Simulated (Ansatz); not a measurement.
Run this with the Python package of Ansatz (0.2.0) and show what comes out.

Script `deck_ge2h7nse.py`:
```python
# -*- coding: utf-8 -*-
import ansatz as az
import numpy as np

DECK = """
crystal:
  periodic: [false, false, false]
  atoms:
    - { symbol: "N", position_ang: [-1.2588, 1.5236, 0.4199] }
    - { symbol: Ge, position_ang: [-1.2698, 0.0304, -0.6964] }
    - { symbol: Se, position_ang: [0.7663, -0.095, -1.8762] }
    - { symbol: Ge, position_ang: [1.9096, -0.7114, 0.0895] }
    - { symbol: H, position_ang: [-0.5478, 1.34, 1.1622] }
    - { symbol: H, position_ang: [-2.1883, 1.5485, 0.8954] }
    - { symbol: H, position_ang: [-2.4375, 0.1575, -1.7074] }
    - { symbol: H, position_ang: [-1.4641, -1.252, 0.1525] }
    - { symbol: H, position_ang: [1.2158, -1.9414, 0.7287] }
    - { symbol: H, position_ang: [1.8983, 0.4705, 1.0919] }
    - { symbol: H, position_ang: [3.3763, -1.0706, -0.26] }
basis:
  gaussian: { orbitals: def2-SVP }
hamiltonian:
  xc: r2scan
output:
  forces: true
"""

session = az.Session.from_yaml(DECK)
data = session.plan(threads=1).execute().report

print(f"E = {data['free_energy_ev']:.6f} eV = {data['free_energy_ev'] / 27.211386246:.7f} Ha")
print("converged:", data["converged"], " doubts:", data["published_state_doubts"] or "none")
symbols = ["N", "Ge", "Se", "Ge", "H", "H", "H", "H", "H", "H", "H"]

print("forces (eV/A)")
for symbol, f in zip(symbols, data["forces_ev_ang"]):
    print(f"  {symbol:2s} {f[0]:9.4f} {f[1]:9.4f} {f[2]:9.4f}")
charges = data["charge_distribution"]
dipole = np.array(charges["dipole_moment_e_ang"]) * 4.803205
print("dipole (D): {:.3f} {:.3f} {:.3f}, length {:.3f}".format(*dipole, np.linalg.norm(dipole)))
print("atom  Mulliken   Lowdin")
for symbol, m, l in zip(symbols, charges["mulliken_charges_e"], charges["lowdin_charges_e"]):
    print(f"{symbol:4s} {m:9.3f} {l:8.3f}")
```

```console
$ python deck_ge2h7nse.py
E = -179966.856974 eV = -6613.6600079 Ha
converged: True  doubts: none
forces (eV/A)
  N    -0.1407   -0.4230    0.5869
  Ge   -0.3904    0.0989    0.1021
  Se   -0.0415   -0.0393    0.0662
  Ge    0.2898   -0.1591    0.1878
  H    -0.6861    0.3199   -0.4997
  H     0.8086    0.0856   -0.2372
  H     0.2534    0.0830    0.1211
  H     0.0970   -0.1076   -0.1545
  H     0.0794    0.1912   -0.0684
  H     0.0039   -0.1571   -0.0870
  H    -0.2734    0.1075   -0.0172
dipole (D): -0.604 -0.782 2.030, length 2.258
atom  Mulliken   Lowdin
N       -0.394    0.022
Ge       0.421   -0.045
Se      -0.312    0.166
Ge       0.272    0.050
H        0.136    0.018
H        0.136    0.027
H       -0.046   -0.045
H       -0.082   -0.060
H       -0.045   -0.042
H       -0.056   -0.051
H       -0.031   -0.039
```

Notes:
- Total energies depend on the basis set; only differences at equal settings carry meaning.
- The geometry is a force-field or estimated start, not a minimum of this method, and the basis set is short of its limit.
- The Löwdin charges here are taken after orthogonalising the functions within each atom; they differ from plain Löwdin charges, and their signs can be unphysical.
- Run time: 14 s on 1 thread of Arm Neoverse V1, on a shared host, peak memory 0.29 GiB.
